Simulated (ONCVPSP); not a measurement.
# Te: the cost of one run

Method: ONCVPSP 4.0.1, PBE, scalar-relativistic.

## 1. Starting point

Typed settings, in words:

* element: tellurium (Te, Z = 52)
* type: optimised norm-conserving Vanderbilt (ONCV)
* frozen core: [Ar] 3d10
* valence charge: 24
* reference configuration: 4s2 4p6 4d10 5s2 5p4
* partial waves: 4s+5s: rc 1.45 bohr, ncon 4, nbas 9, qcut 6.3 1/bohr, 2 projectors; 4p+5p: rc 1.15 bohr, ncon 3, nbas 7, qcut 13.4 1/bohr, 2 projectors; 4d: rc 1.00 bohr, ncon 3, nbas 7, qcut 10.7 1/bohr, 1 projector; f scattering state at 0.35 Ha: rc 1.40 bohr, ncon 4, nbas 8, qcut 7.4 1/bohr, 2 projectors, debl 2.9 Ha
* local potential: polynomial inside 0.65 bohr (lpopt 4, dvloc0 6 Ha)
* core correction: not asked for

An earlier all-electron run gives the scale for the radii.

All-electron outer shells of the reference configuration (PBE, scalar-relativistic, ld1.x):

```
shell  level (eV)  outermost node (bohr)  outermost maximum (bohr)
   3p     -803.91                   0.13                      0.29
   3d     -560.05                      –                      0.24
   4s     -164.39                   0.38                      0.70
   4p     -114.41                   0.38                      0.74
   4d      -41.65                   0.36                      0.81
   5s      -15.11                   0.91                      1.80
   5p       -5.95                   1.00                      2.17
```

## 2. Generating the potential

File Te.dat:

```
# ATOM AND REFERENCE CONFIGURATION
# atsym  z   nc   nv     iexc    psfile
  Te 52.00    6    5        4      upf
#
#   n    l    f
    1    0    2.00
    2    0    2.00
    2    1    6.00
    3    0    2.00
    3    1    6.00
    3    2   10.00
    4    0    2.00
    4    1    6.00
    4    2   10.00
    5    0    2.00
    5    1    4.00
#
# PSEUDOPOTENTIAL AND OPTIMIZATION
# lmax
    3
#
#   l,   rc,      ep,       ncon, nbas, qcut
    0    1.45    0.00    4    9    6.30
    1    1.15    0.00    3    7   13.40
    2    1.00    0.00    3    7   10.70
    3    1.40    0.35    4    8    7.40
#
# LOCAL POTENTIAL
# lloc, lpopt,  rc(5),   dvloc0
    4    4    0.65    6.00
#
# VANDERBILT-KLEINMAN-BYLANDER PROJECTORs
# l, nproj, debl
    0    2    1.50
    1    2    2.40
    2    1    2.50
    3    2    2.90
#
# MODEL CORE CHARGE
# icmod, fcfact, rcfact
    0    0.00    0.00
#
# LOG DERIVATIVE ANALYSIS
# epsh1, epsh2, depsh
   -8.00    5.00    0.04
#
# OUTPUT GRID
# rlmax, drl
    6.00    0.01
#
# TEST CONFIGURATIONS
# ncnf
    4
# nvcnf
#   n    l    f
    5
    4    0    2.00
    4    1    6.00
    4    2   10.00
    5    0    2.00
    5    1    3.00
#
    5
    4    0    2.00
    4    1    6.00
    4    2   10.00
    5    0    2.00
    5    1    2.00
#
    5
    4    0    2.00
    4    1    6.00
    4    2   10.00
    5    0    2.00
    5    1    1.00
#
    5
    4    0    1.00
    4    1    6.00
    4    2   10.00
    5    0    2.00
    5    1    4.00
#
```

Launch:

```
$ oncvpsp.x < Te.dat > Te.out
```

**Question.** How long does this run take on 1 thread of Intel Xeon Platinum 8259CL at 2.50GHz, shared host?

About 6.6 s.
